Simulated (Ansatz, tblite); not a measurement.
# The cluster B₆Os−: rung by rung

How do method and basis change the picture of the cluster B₆Os− (doublet)?

Program: Ansatz 0.2.0, Gaussian basis. Level of theory: as each input shows. These are calculated values, not measurements.

Levels to be run: GFN1-xTB, GFN2-xTB, PBE-D4/def2-TZVPD, r2SCAN-D4/def2-TZVPD, CAM-B3LYP-D4/def2-TZVPD, PBE-QIDH/def2-TZVPD, ωB97X-V/def2-TZVPD, CCSD(T)/def2-SVPD, MP2/def2-TZVPD.

6 further runs of the same task are left out: 4 that didn't finish, 2 set aside as unsound or not needed.

## Step 1: The relaxed structure

The doublet was relaxed beforehand with PBE-D4/def2-SVPD. At that level it is the lowest of the isomers that a small search found.

7 atoms, charge -1, spin multiplicity 2.

Bond lengths: Os1–B2 1.952 Å, Os1–B3 1.988 Å, Os1–B4 1.952 Å, Os1–B6 2.226 Å, Os1–B7 2.226 Å, B2–B7 1.651 Å, B3–B5 1.640 Å, B3–B6 1.773 Å, B3–B7 1.774 Å, B4–B6 1.651 Å, B5–B6 1.654 Å, B5–B7 1.654 Å. Angles: B2–Os1–B3 93.3°, B2–Os1–B4 114.6°, B2–Os1–B6 99.9°, B2–Os1–B7 46.0°, B3–Os1–B4 93.3°, B3–Os1–B6 49.4°, B3–Os1–B7 49.4°, B4–Os1–B6 46.0°, B4–Os1–B7 99.8°, B6–Os1–B7 61.9°, Os1–B2–B7 75.8°, Os1–B3–B5 112.3°, Os1–B3–B6 72.3°, Os1–B3–B7 72.3°, B5–B3–B6 57.8°, B5–B3–B7 57.8°, B6–B3–B7 80.5°, Os1–B4–B6 75.8° and more.

As a file:

```xyz
7

Os    0.3705    1.0543   -0.7673
B    -0.9566    1.6967    0.5116
B    -0.4916   -0.7283   -0.9423
B     1.9880    0.3187    0.0402
B    -0.6221   -1.5000    0.4984
B     0.8828   -0.9013    0.1652
B    -1.1711    0.0598    0.4942
```

Os takes a core potential in the def2 sets. No spin-orbit coupling is included. The ion is computed in the gas phase, without counter-ions or solvent.

PBE0-D4/def2-TZVPD was run before; its log isn't repeated, and its numbers join the tables.

## Step 2: GFN1-xTB

Tight binding, by tblite at 300 K electronic temperature and without a spin-polarisation term:

```python
tblite.interface.Calculator('GFN1-xTB', numbers, positions, charge=-1, uhf=1).singlepoint()
```

Energy -319.8384 eV; 0.007 s.

## Step 3: GFN2-xTB

Tight binding, by tblite at 300 K electronic temperature and without a spin-polarisation term:

```python
tblite.interface.Calculator('GFN2-xTB', numbers, positions, charge=-1, uhf=1).singlepoint()
```

Energy -280.9723 eV; 0.022 s.

## Step 4: PBE-D4/def2-TZVPD

start.molden holds the orbitals of an earlier run on this state, given as this run's starting guess.

in.yaml reads:

```yaml
crystal:
  periodic: [false, false, false]
  atoms:
    - {symbol: Os, position_ang: [0.370511, 1.054332, -0.767323]}
    - {symbol: B, position_ang: [-0.956601, 1.696673, 0.511603]}
    - {symbol: B, position_ang: [-0.491562, -0.728251, -0.942250]}
    - {symbol: B, position_ang: [1.988036, 0.318688, 0.040171]}
    - {symbol: B, position_ang: [-0.622107, -1.499983, 0.498378]}
    - {symbol: B, position_ang: [0.882814, -0.901272, 0.165193]}
    - {symbol: B, position_ang: [-1.171080, 0.059811, 0.494238]}
basis:
  gaussian: {orbitals: def2-TZVPD, initial_orbitals: start.molden}
total_charge: -1
magnetization: {spin_polarized: true, initial_magnetization: 1}
hamiltonian: {xc: pbe, dispersion: d4}
scf: {omitted_lower_state_checks: [starts]}
output: {forces: true, orbitals: {seedname: orbitals}}
```

Run with:

```console
> ansatz run in.yaml --threads 4 --pin off --events-out ev --progress --plain --max-ram 4787MiB
```

Further steps of the session: r2SCAN-D4/def2-TZVPD; CAM-B3LYP-D4/def2-TZVPD; PBE-QIDH/def2-TZVPD; ωB97X-V/def2-TZVPD; CCSD(T)/def2-SVPD; MP2/def2-TZVPD.

**Question.** What will the summary of the whole plan be? Wanted: gap in def2-TZVPD, named functionals, smallest and largest; correlation energy, CCSD(T)/def2-SVPD; correlation energy, MP2/def2-TZVPD; ⟨S²⟩ in def2-TZVPD, named functionals, smallest and largest.

As calculated:

```
                                                   quantity                                value
 gap in def2-TZVPD, named functionals, smallest and largest  0.95 eV (PBE-D4), 6.01 eV (ωB97X-V)
                      correlation energy, CCSD(T)/def2-SVPD                            -27.89 eV
                         correlation energy, MP2/def2-TZVPD                            -30.22 eV
⟨S²⟩ in def2-TZVPD, named functionals, smallest and largest                         0.777, 0.849
```

**Reading.** Orbital gaps of the named functionals in def2-TZVPD span 0.95 eV (PBE-D4) to 6.01 eV (ωB97X-V); exact exchange widens it. Over the named functionals in def2-TZVPD spin contamination reaches 0.10 (ωB97X-V), which is small. Notes on CCSD(T)/def2-SVPD: large T1 diagnostic, spin contamination.
